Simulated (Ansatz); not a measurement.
# AlGaNH (singlet): the correlation ladder at a displaced geometry (v1), cc-pVDZ

One table from this session's results is given with a row withheld; the runs are named, their logs left out.

Method: cc-pVDZ, core rule «outside noble gas», up to 20 orbitals frozen; program: Ansatz 0.2.0, Gaussian basis.

Plan: UHF; CCSD(T) on RHF; BCCD(T) on RHF; CISD; CCSDT(Q) on RHF; CASSCF and MRCISD+Q, 8 electrons in 8 orbitals; CASSCF and NEVPT2, 8 electrons in 8 orbitals.

18 further runs of the same task are left out: 7 that didn't finish, 11 set aside as unsound or not needed. Runs told in other sessions of the task aren't counted.

## What is computed

The geometry is a PBE0/def2-TZVP stationary point (not a proven minimum) with its atoms shifted at random (size 0.040 Å). No spin-orbit coupling is included. The filled d shell of Ga may be among the frozen orbitals whatever the setting's name suggests.

4 atoms, charge 0, spin multiplicity 1.

Atoms are counted from 1 here; the program's logs count them from 0.

Bond lengths: Ga1–N3 1.885 Å, Al2–N3 1.620 Å, Al2–H4 1.586 Å. Angles: N3–Al2–H4 178.0°, Ga1–N3–Al2 175.4°.

Coordinates:

```
Ga    0.00234   -0.00185    2.61842
Al    0.00150   -0.01799   -0.88373
N     0.04947    0.04132    0.73435
H    -0.05331   -0.02149   -2.46904
```

The first run:

Input file in.yaml:

```yaml
crystal:
  periodic: [false, false, false]
  atoms:
    - {symbol: Ga, position_ang: [0.002337, -0.001845, 2.618421]}
    - {symbol: Al, position_ang: [0.001504, -0.017987, -0.883732]}
    - {symbol: N, position_ang: [0.049468, 0.041323, 0.734355]}
    - {symbol: H, position_ang: [-0.053309, -0.021491, -2.469043]}
basis:
  gaussian: {orbitals: cc-pVDZ}
magnetization: {spin_polarized: true, initial_magnetization: 0}
hamiltonian: {xc: hf}
output: {orbitals: {seedname: orbitals}}
```

Launch:

```
$ ansatz run in.yaml --threads 1 --pin off --events-out ev --progress --plain --max-ram 2393MiB
```

Among the steps run: UHF; CCSD(T) on RHF; BCCD(T) on RHF; CISD; CCSDT(Q) on RHF; CASSCF and MRCISD+Q, 8 electrons in 8 orbitals; CASSCF and NEVPT2, 8 electrons in 8 orbitals.

One of the session's tables, all rows but one given; the rest of the session is left out.

It belongs to the step «Misses and costs». 

| method | from RCCSDT(Q) (kJ/mol) |
| --- | --- |
| RHF | +823.6 |
| RMP2 | +81.7 |
| RCCSD | +44.0 |
| RCCSD(T) | +6.7 |
| BCCD(T) | +6.2 |
| RCCSDT | +5.0 |
| RCCSDT(Q) | 0 |
| CASSCF frontier | +464.6 |
| NEVPT2 frontier | +136.9 |
| MRCISD frontier | ? |
| MRCISD+Q frontier | +9.0 |

Q: Estimate the row for MRCISD frontier from the others.

**Answer.** from RCCSDT(Q) (kJ/mol): +49.1. In the column «from RCCSDT(Q) (kJ/mol)» it lies between RCCSD (+44.0) and RMP2 (+81.7).

Not comparable, so not listed: CISD (they don't share determinant, frozen orbitals or solution with the rows shown, or repeat one).
